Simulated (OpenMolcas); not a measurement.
**A workflow on SiNH3OF (SMILES [NH][SiH](O)F)**

Aim: a series of 9 runs (UHF/ANO-RCC-VDZP, CASSCF(5,6)/ANO-RCC-VDZP, MC-PDFT[ftLSDA](5,6)/ANO-RCC-VDZP, SC-NEVPT2(5,6)/ANO-RCC-VDZP, CASPT2(5,6)/ANO-RCC-VDZP, CASPT2[IPEA 0](5,6)/ANO-RCC-VDZP, MRACPF(5,6)/ANO-RCC-VDZP) of FH3NOSi. 

The results are computed with OpenMolcas 26.06.

1 further run of the same task is left out (it didn't finish).

### 1 The system as given

The species is SiNH3OF (7 atoms), meant as a doublet with charge 0. As SMILES, `[NH][SiH](O)F`. Geometry: relaxed at GFN2-xTB. This is one conformer, not always the lowest.

Bond lengths: N1–Si2 1.690 Å, Si2–O3 1.609 Å, Si2–F4 1.611 Å, N1–H5 1.005 Å, Si2–H6 1.459 Å, O3–H7 0.952 Å. Angles: N1–Si2–O3 111.4°, N1–Si2–F4 113.2°, O3–Si2–F4 107.1°, N1–Si2–H6 112.4°, O3–Si2–H6 108.1°, F4–Si2–H6 104.1°, Si2–N1–H5 125.3°, Si2–O3–H7 121.3°.

### 2 The energy at UHF/ANO-RCC-VDZP (DKH2, RICD fitting, scramble 0.25) (run 1)

step1.inp reads:

```
>>> EXPORT MOLCAS_PRINT=2

&GATEWAY
  BASISSET
  N.ANO-RCC-VDZP....
  N1 -0.546340 0.896620 -0.923180 angstrom
  End of Basis
  BASISSET
  Si.ANO-RCC-VDZP....
  Si2 -0.090000 -0.120460 0.347090 angstrom
  End of Basis
  BASISSET
  O.ANO-RCC-VDZP....
  O3 1.426430 -0.630320 0.175610 angstrom
  End of Basis
  BASISSET
  F.ANO-RCC-VDZP....
  F4 -1.018910 -1.430380 0.477020 angstrom
  End of Basis
  BASISSET
  H.ANO-RCC-VDZP....
  H5 -1.480240 1.222910 -1.099240 angstrom
  H6 -0.205990 0.528880 1.648270 angstrom
  H7 1.915060 -0.467250 -0.625570 angstrom
  End of Basis
  RICD

&SEWARD
  RELATIVISTIC=R02E00

&SCF
  UHF
  SPIN=2
  SCRAMBLE=0.25
  PRORBITALS=1
```

On the command line:

```bash
$ export MOLCAS_MEM=1860
$ pymolcas step1.inp > step1.log
```

What it wrote, shortened:

```text
--- Start Module: gateway ---
[...]
--- Stop Module: gateway /rc=_RC_ALL_IS_WELL_ ---
--- Start Module: seward ---
[...]
      Basis functions           75
--- Stop Module: seward /rc=_RC_ALL_IS_WELL_ ---
[...]
--- Start Module: scf ---
[...]
       Convergence after  19 Iterations
[...]
::    Total SCF energy                               -520.3879048334
[...]
      Total spin, S                                     0.5036554779
[...]
      Total electronic charge=   41.000000
      Total            charge=   -0.000000
[...]
      Dipole Moment (debye):
      Origin of the operator (angstrom)=   -0.0810   -0.3347    0.1072
                   X= -2.8088E-01               Y=  2.0153E+00               Z= -1.3453E+00           Total=  2.4393E+00
      Quadrupole Moment (debye*angstrom):
[...]
--- Stop Module: scf /rc=_RC_ALL_IS_WELL_ ---
[...]
```

Wall time 6.3 s (1 thread of Arm Neoverse V2, shared host); peak memory 0.078 GiB.

### 3 The vertical excitations at CASSCF(5,6)/ANO-RCC-VDZP (DKH2, RICD fitting, 2 states averaged) (run 2)

step2.input reads:

```
&GATEWAY
BasisSet
N.ANO-RCC-VDZP....
N1 -0.546340 0.896620 -0.923180 angstrom
End of Basis
BasisSet
Si.ANO-RCC-VDZP....
Si2 -0.090000 -0.120460 0.347090 angstrom
End of Basis
BasisSet
O.ANO-RCC-VDZP....
O3 1.426430 -0.630320 0.175610 angstrom
End of Basis
BasisSet
F.ANO-RCC-VDZP....
F4 -1.018910 -1.430380 0.477020 angstrom
End of Basis
BasisSet
H.ANO-RCC-VDZP....
H5 -1.480240 1.222910 -1.099240 angstrom
H6 -0.205990 0.528880 1.648270 angstrom
H7 1.915060 -0.467250 -0.625570 angstrom
End of Basis
RICD
&SEWARD
Relativistic
R02E00
&RASSCF
FileOrb
$CurrDir/step1.UnaOrb
Spin
2
Nactel
5 0 0
Inactive
18
Ras2
6
CIRoot
2 2 1
OrbListing
Nothing
```

On the command line:

```bash
$ export MOLCAS_MEM=1860
$ pymolcas step2.input > step2.log
```

What it wrote, shortened:

```text
--- Start Module: gateway ---
[...]
--- Stop Module: gateway /rc=_RC_ALL_IS_WELL_ ---
--- Start Module: seward ---
[...]
      Basis functions           75
--- Stop Module: seward /rc=_RC_ALL_IS_WELL_ ---
[...]
--- Start Module: rasscf ---
[...]
      Number of active orbitals                  6
[...]
      Spin quantum number                      0.5
[...]
      Active orbitals                            6
[...]
      Number of CSFs                           210
[...]
      Number of root(s) required                 2
[...]
      Convergence after 25 iterations
[...]
      printout of CI-coefficients larger than  0.05 for root  1
      energy=    -520.436599
      conf/sym  111111     Coeff  Weight
             1  22u000   0.95190 0.90612
             3  u22000   0.26308 0.06921
            45  u200du  -0.06003 0.00360
            49  20u200   0.05934 0.00352
            70  02u020   0.06544 0.00428
[...]
      Natural orbitals and occupation numbers for root  1
      sym 1:   1.978686   1.981676   0.993151   0.017480   0.020391   0.008616
      Natural orbitals and occupation numbers for root  2
      sym 1:   0.993571   1.980830   1.977594   0.017898   0.008100   0.022007
      ************************************************************************************************************************
      *                                                    Final results                                                     *
[...]
::    RASSCF root number  1 Total energy:   -520.43659947
::    RASSCF root number  2 Total energy:   -520.40887632
[...]
      Total electronic charge=   41.000000
      Total            charge=   -0.000000
[...]
      Dipole Moment (debye):
      Origin of the operator (angstrom)=   -0.0810   -0.3347    0.1072
                   X= -4.5256E-02               Y=  2.5414E+00               Z= -1.9072E+00           Total=  3.1778E+00
      Quadrupole Moment (debye*angstrom):
[...]
--- Stop Module: rasscf /rc=_RC_ALL_IS_WELL_ ---
[...]
```

It took 8.4 s on 1 thread of Arm Neoverse V2, shared host; peak memory 0.081 GiB.

### 4 The vertical excitations at MC-PDFT[ftLSDA](5,6)/ANO-RCC-VDZP (DKH2, RICD fitting, 2 states averaged) (run 3)

step3.inp reads:

```
>>> EXPORT MOLCAS_PRINT=2

&GATEWAY
  BasisSet
  N.ANO-RCC-VDZP....
  N1 -0.546340 0.896620 -0.923180 angstrom
  End of Basis
  BasisSet
  Si.ANO-RCC-VDZP....
  Si2 -0.090000 -0.120460 0.347090 angstrom
  End of Basis
  BasisSet
  O.ANO-RCC-VDZP....
  O3 1.426430 -0.630320 0.175610 angstrom
  End of Basis
  BasisSet
  F.ANO-RCC-VDZP....
  F4 -1.018910 -1.430380 0.477020 angstrom
  End of Basis
  BasisSet
  H.ANO-RCC-VDZP....
  H5 -1.480240 1.222910 -1.099240 angstrom
  H6 -0.205990 0.528880 1.648270 angstrom
  H7 1.915060 -0.467250 -0.625570 angstrom
  End of Basis
  RICD

&SEWARD
  Relativistic=R02E00

&RASSCF
  FileOrb=$CurrDir/step2.RasOrb
  Spin=2
  Nactel=5 0 0
  Inactive=18
  Ras2=6
  CIRoot=2 2 1
  OrbListing=Nothing

&MCPDFT
  KSDFT=FT:LSDA
```

On the command line:

```bash
$ export MOLCAS_MEM=1860
$ pymolcas step3.inp > step3.log
```

What it wrote, shortened:

```text
--- Start Module: gateway ---
[...]
--- Stop Module: gateway /rc=_RC_ALL_IS_WELL_ ---
[...]
      Basis functions           75
[...]
--- Start Module: rasscf ---
[...]
      Number of active orbitals                  6
[...]
      Spin quantum number                      0.5
[...]
      Active orbitals                            6
[...]
      Number of CSFs                           210
[...]
      Number of root(s) required                 2
[...]
      Convergence after  4 iterations
[...]
      printout of CI-coefficients larger than  0.05 for root  1
      energy=    -520.436600
      conf/sym  111111     Coeff  Weight
             1  22u000   0.95187 0.90606
             3  u22000   0.26318 0.06927
            45  u200du  -0.06002 0.00360
            49  20u200   0.05933 0.00352
            70  02u020   0.06544 0.00428
[...]
      Natural orbitals and occupation numbers for root  1
      sym 1:   1.978687   1.981676   0.993151   0.017479   0.020390   0.008616
      Natural orbitals and occupation numbers for root  2
      sym 1:   0.993571   1.980831   1.977595   0.017897   0.008100   0.022006
      ************************************************************************************************************************
      *                                                    Final results                                                     *
[...]
::    RASSCF root number  1 Total energy:   -520.43659951
::    RASSCF root number  2 Total energy:   -520.40887628
[...]
      Total electronic charge=   41.000000
      Total            charge=   -0.000000
[...]
      Dipole Moment (debye):
      Origin of the operator (angstrom)=   -0.0810   -0.3347    0.1072
                   X= -4.5251E-02               Y=  2.5414E+00               Z= -1.9072E+00           Total=  3.1777E+00
      Quadrupole Moment (debye*angstrom):
[...]
--- Stop Module: rasscf /rc=_RC_ALL_IS_WELL_ ---
[...]
--- Start Module: mcpdft ---
[...]
 ###    WARNING: Deprecation warning: KSDF should be replaced                ###
 ###    with FUNC keyword                                                    ###
 ###############################################################################
[...]
::    MCPDFT root number  1 Total energy:   -520.14318864
::    MCPDFT root number  2 Total energy:   -520.11748578
--- Stop Module: mcpdft /rc=_RC_ALL_IS_WELL_ ---
[...]
```

It took 6.3 s on 1 thread of Arm Neoverse V2, shared host; peak memory 0.081 GiB.

Runs 4 to 8 aren't shown in full; the table further down has their settings and results.

(Part 1 of 2 ends here.)
